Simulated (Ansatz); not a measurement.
# CH2BrNSi: up Jacob's ladder to CCSD(T)

Aim: compute CH2BrNSi with functionals from several rungs and with coupled cluster, and see how far each lands from CCSD(T) at the basis-set limit for the atomisation energy.

The runs use Ansatz 0.2.0, Gaussian basis; functionals in def2-TZVPP, the program's frozen cores in correlated methods.

The runs, in order: LDA (SPW92), PBE-D4, revPBE-D4, BLYP-D4, r2SCAN-D4, B97M-V, PBE0-D4, B3LYP-D4, r2SCANh-D4, r2SCAN0-D4, HSE06-D4, BHLYP-D4, CAM-B3LYP-D4, LC-ωPBE, ωB97X-V, ωB97M-V, B2PLYP, PBE-QIDH; CCSD(T)/def2-SVP; CCSD(T)/def2-TZVPP; MP2/def2-QZVPP; extrapolation to the limit; RPA on PBE.

**1. The geometry**

All runs share one geometry, relaxed beforehand with PBE0-D4 in a triple-zeta def2 set.

SMILES `Br[SiH]1C=N1`, 6 atoms, charge 0, spin multiplicity 1.

Atoms are counted from 1 here; the program's logs count them from 0.

Bond lengths: Br1–Si2 2.194 Å, Si2–C3 1.764 Å, Si2–N4 1.774 Å, Si2–H5 1.469 Å, C3–N4 1.283 Å, C3–H6 1.091 Å. Angles: Br1–Si2–C3 122.7°, Br1–Si2–N4 118.9°, Br1–Si2–H5 110.6°, C3–Si2–N4 42.5°, C3–Si2–H5 124.9°, N4–Si2–H5 119.7°, Si2–C3–N4 69.2°, Si2–C3–H6 162.0°, N4–C3–H6 128.8°, Si2–N4–C3 68.3°.

**2. LDA**

This LDA is Slater exchange with PW92 correlation.

The input, in.yaml:

```yaml
crystal:
  periodic: [false, false, false]
  atoms:
    - {symbol: Br, position_ang: [-1.897601, -0.649962, -1.545221]}
    - {symbol: Si, position_ang: [-0.019431, 0.054888, -0.657781]}
    - {symbol: C, position_ang: [0.220928, 0.187443, 1.084502]}
    - {symbol: N, position_ang: [0.730477, -0.901234, 0.634778]}
    - {symbol: H, position_ang: [0.825758, 0.694642, -1.675045]}
    - {symbol: H, position_ang: [0.181868, 0.550224, 2.112566]}
basis:
  gaussian: {orbitals: def2-TZVPP}
hamiltonian: {xc: lda}
output: {orbitals: {seedname: orbitals}}
```

Launch:

```sh
ansatz run in.yaml --threads 2 --pin off --events-out ev --progress --plain --max-ram 4352MiB
```

After this run come: PBE-D4 (GGA); revPBE-D4 (GGA); BLYP-D4 (GGA); r2SCAN-D4 (meta-GGA); B97M-V (meta-GGA); PBE0-D4 (hybrid); B3LYP-D4 (hybrid); r2SCANh-D4 (hybrid); r2SCAN0-D4 (hybrid); HSE06-D4 (hybrid); BHLYP-D4 (hybrid); CAM-B3LYP-D4 (range-separated); LC-ωPBE (range-separated); ωB97X-V (range-separated); ωB97M-V (range-separated); B2PLYP (double hybrid); PBE-QIDH (double hybrid); CCSD(T) in def2-SVP; CCSD(T) in def2-TZVPP; MP2 in def2-QZVPP; RPA on PBE orbitals.

Q: Predict the results of all the runs planned. Wanted: atomisation energy, CCSD(T)/CBS; farthest beyond LDA; mean size of error, GGA; mean size of error, meta-GGA; mean size of error, hybrid; mean size of error, range-separated; mean size of error, double hybrid; gap, smallest and largest; T1 diagnostic.

As calculated:

| quantity | value |
| --- | --- |
| atomisation energy, CCSD(T)/CBS | 2103.5 kJ/mol |
| functionals within 21.0 kJ/mol (1.0 %) | revPBE-D4, BLYP-D4, r2SCAN-D4, B97M-V, PBE0-D4, B3LYP-D4, r2SCANh-D4, HSE06-D4, CAM-B3LYP-D4, LC-ωPBE, ωB97X-V, ωB97M-V, PBE-QIDH |
| farthest beyond LDA | BHLYP-D4 (-102.6 kJ/mol) |
| mean size of error, GGA | 32.6 kJ/mol |
| mean size of error, meta-GGA | 8.2 kJ/mol |
| mean size of error, hybrid | 33.8 kJ/mol |
| mean size of error, range-separated | 11.4 kJ/mol |
| mean size of error, double hybrid | 24.7 kJ/mol |
| gap, smallest and largest | 3.26 eV (LDA (SPW92)), 10.91 eV (LC-ωPBE) |
| T1 diagnostic | 0.0119 |
| triples share of the correlation energy | 4.4 % |

**Reading.** The LDA atomisation energy is off by 357.1 kJ/mol (17 %): it overbinds. PBE-D4 is off by +77.8 kJ/mol. Double hybrids carry the basis error of their MP2 part in triple zeta, and no dispersion term here, so their miss is partly the set-up's. The rungs meta-GGA, range-separated miss on average by less than the doubt on the reference (21.0 kJ/mol), so they tie. The reference freezes the cores and leaves out relativity and excitations past (T), and its outer-core shells are covered unevenly, so misses under about 21.0 kJ/mol can't be ranked. All levels share the lack of spin-orbit coupling, which lowers the free heavy atoms and so the true binding. Hartree-Fock recovers 65 % of the binding; the rest is correlation. CCSD(T) in def2-SVP is off by -185.7 kJ/mol, so the small basis spoils what the method gains. Orbital gaps span 3.3 to 10.9 eV; exact exchange widens them. Correlated methods include outer-core shells of Br, which these sets cover unevenly.
